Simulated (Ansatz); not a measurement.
# 8 H2O + 1 K + 1 OH in a periodic box: a dynamics run in two tries

The task is a short trajectory. The molecules were packed at random to 0.901 g/cm³.

Program: Ansatz 0.2.0. Level of theory: DFT PBE+D3(BJ), plane waves, PAW, scalar-relativistic, no spin polarisation. These are calculated values, not measurements.

## Step 1: Starting point

The cell holds 27 atoms (H17KO9): a = 7.174 Å, b = 7.174 Å, c = 7.174 Å, α = 90.00°, β = 90.00°, γ = 90.00°.

As a file:

```xyz
27
Lattice="7.1739 0.0000 0.0000 0.0000 7.1739 0.0000 0.0000 0.0000 7.1739" Properties=species:S:1:pos:R:3 pbc="T T T"
O     6.2268    1.2042    2.4425
H     6.6183    2.0791    2.6341
H     7.0289    0.5957    2.6053
O     1.6951    5.9725    6.6751
H     1.0739    6.6330    6.1784
H     1.6727    5.1429    6.2361
O     3.3668    4.5832    2.0471
H     2.8562    4.8741    1.2322
H     3.9619    3.9497    1.6134
O     0.5433    3.7732    3.4530
H     1.4173    3.9165    3.0057
H     0.6581    3.5968    4.4538
O     5.2819    7.2705    5.8187
H     5.5092    6.6379    6.4915
H     6.3441    7.5019    5.6717
O     0.6953    6.2749    1.9511
H     0.8277    6.1487    0.9912
H     0.4931    5.3716    2.3180
O     3.8707    2.2356    7.4302
H     4.3707    1.4960    7.0183
H     2.9124    1.9829    7.1950
O     0.4027    3.1263    5.9528
H    -0.4807    3.4084    6.0422
H     0.4186    2.0793    5.8546
K     3.8432    0.0973    3.3992
O     0.6050    0.7613    5.6951
H     0.8735    1.0388    4.8237
```

## Step 2: First try

File input.yaml:

```yaml
accuracy: low
crystal:
  lattice:
    - [7.173877, 0.0, 0.0]
    - [0.0, 7.173877, 0.0]
    - [0.0, 0.0, 7.173877]
  atoms:
    - { symbol: O, position: [0.8679841, 0.16785995, 0.34047796] }
    - { symbol: H, position: [0.92256151, 0.28981278, 0.36718327] }
    - { symbol: H, position: [0.97979681, 0.0830322, 0.36316194] }
    - { symbol: O, position: [0.23629341, 0.83253705, 0.9304778] }
    - { symbol: H, position: [0.14969559, 0.92460005, 0.86123494] }
    - { symbol: H, position: [0.2331611, 0.71688762, 0.86927539] }
    - { symbol: O, position: [0.46930721, 0.63886984, 0.28535525] }
    - { symbol: H, position: [0.39813727, 0.67941786, 0.17176842] }
    - { symbol: H, position: [0.55226955, 0.55056141, 0.22489451] }
    - { symbol: O, position: [0.07573379, 0.52596229, 0.48132911] }
    - { symbol: H, position: [0.19755706, 0.54593446, 0.41897587] }
    - { symbol: H, position: [0.09173743, 0.50136848, 0.62084113] }
    - { symbol: O, position: [0.73626992, 1.01346298, 0.81109239] }
    - { symbol: H, position: [0.76795387, 0.9252825, 0.90487421] }
    - { symbol: H, position: [0.88434027, 1.04572925, 0.7906051] }
    - { symbol: O, position: [0.0969251, 0.87469143, 0.27197585] }
    - { symbol: H, position: [0.11537832, 0.85709835, 0.13816497] }
    - { symbol: H, position: [0.06873728, 0.74877065, 0.32312193] }
    - { symbol: O, position: [0.53955969, 0.31163237, 1.03572585] }
    - { symbol: H, position: [0.60925107, 0.2085312, 0.97831386] }
    - { symbol: H, position: [0.40597949, 0.2764111, 1.0029513] }
    - { symbol: O, position: [0.05612847, 0.4357869, 0.82978348] }
    - { symbol: H, position: [-0.06700641, 0.47511072, 0.84225601] }
    - { symbol: H, position: [0.05834503, 0.28984649, 0.81610079] }
    - { symbol: K, position: [0.53571518, 0.01357002, 0.47382383] }
    - { symbol: O, position: [0.08433046, 0.10612762, 0.79386351] }
    - { symbol: H, position: [0.1217574, 0.14480369, 0.67239147] }
basis:
  ecutwfc: 90.0
kpoints:
  mp_grid: { grid: [1, 1, 1] }
hamiltonian:
  xc: pbe
  dispersion: d3bj
scf:
  occupations: { method: fermi_dirac, width: 0.02 }
  lower_state_search: "off"
  max_iter: 90
md:
  timestep: 0.5
  n_steps: 25
  ensemble: nvt_langevin
  temperature: 400.0
  initial_velocities: maxwell_boltzmann
  seed: 368755
  friction: 0.01
```

Launch:

```console
$ ansatz run input.yaml --threads 1 --pin off --max-ram 3072MiB --backend cpu --events-out ev --progress --plain --runs-dir out
```

Q: Predict the outcome of this session. Wanted: first try.

**Answer**, as computed:

| quantity | value |
| --- | --- |
| first try | converged; not a sound result |
| cause | the plane-wave cutoff is a small fraction of what the datasets need |

In words: The program did not catch the first fault at the input check, so it cost a run.
